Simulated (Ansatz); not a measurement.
**Cl₂FHO₂W: small, medium and large basis sets**

One table from this session's results is given with a row withheld; the runs are named, their logs left out.

The runs use Ansatz 0.2.0, Gaussian basis; one geometry, several basis sets.

Plan: PBE0-D4/def2-SVP; ωB97M-V/def2-SVP; PBE0-D4/def2-QZVPP; ωB97M-V/def2-QZVPP; the functionals' def2-TZVPP values are taken from earlier runs.

## The relaxed structure

An earlier PBE0-D4 in a triple-zeta def2 set relaxation fixed the geometry. W takes the def2 core potential; no spin-orbit term is included.

SMILES `[O]=[W]([OH])([F])([Cl])[Cl]`, 7 atoms, charge 0, spin multiplicity 1.

Atoms are counted from 1 here; the program's logs count them from 0.

Bond lengths: O1–W2 1.674 Å, W2–O3 1.875 Å, W2–F4 1.854 Å, W2–Cl5 2.288 Å, W2–Cl6 2.310 Å, O3–H7 0.960 Å. Angles: O1–W2–O3 109.0°, O1–W2–F4 104.1°, O1–W2–Cl5 107.1°, O1–W2–Cl6 99.9°, O3–W2–F4 84.6°, O3–W2–Cl5 143.9°, O3–W2–Cl6 86.2°, F4–W2–Cl5 86.8°, F4–W2–Cl6 156.0°, Cl5–W2–Cl6 87.8°, W2–O3–H7 125.7°.

The first run:

Contents of in.yaml:

```yaml
crystal:
  periodic: [false, false, false]
  atoms:
    - {symbol: O, position_ang: [-1.556401, -0.639116, 0.769316]}
    - {symbol: W, position_ang: [-0.321141, -0.021708, -0.177538]}
    - {symbol: O, position_ang: [1.303202, -0.782500, 0.368664]}
    - {symbol: F, position_ang: [-0.200022, -1.212927, -1.593376]}
    - {symbol: Cl, position_ang: [-1.272380, 1.441195, -1.657011]}
    - {symbol: Cl, position_ang: [0.283123, 1.805199, 1.100713]}
    - {symbol: H, position_ang: [1.763620, -0.590153, 1.189233]}
basis:
  gaussian: {orbitals: def2-SVP}
hamiltonian: {xc: pbe0, dispersion: d4}
output: {orbitals: {seedname: orbitals}}
```

The run is started by

```console
ansatz run in.yaml --threads 4 --pin off --events-out ev --progress --plain --max-ram 10444MiB
```

Steps of the session up to this table: PBE0-D4 in def2-SVP; ωB97M-V in def2-SVP; PBE0-D4 in def2-QZVPP; ωB97M-V in def2-QZVPP.

One of the session's tables, all rows but one given; the rest of the session is left out.

It belongs to the step «Functionals by basis». 

```
functional       basis  HOMO (eV)  LUMO (eV)
   PBE0-D4    def2-SVP      -9.21      -4.37
   PBE0-D4  def2-TZVPP      -9.21      -4.27
   PBE0-D4  def2-QZVPP          ?          ?
   ωB97M-V    def2-SVP     -11.36      -2.23
   ωB97M-V  def2-TZVPP     -11.40      -2.15
   ωB97M-V  def2-QZVPP     -11.42      -2.20
```

Estimate the missing values for PBE0-D4, def2-QZVPP.

As computed: HOMO (eV): -9.23; LUMO (eV): -4.29. In the column «HOMO (eV)» it lies between ωB97M-V, def2-SVP (-11.36) and PBE0-D4, def2-SVP (-9.21).
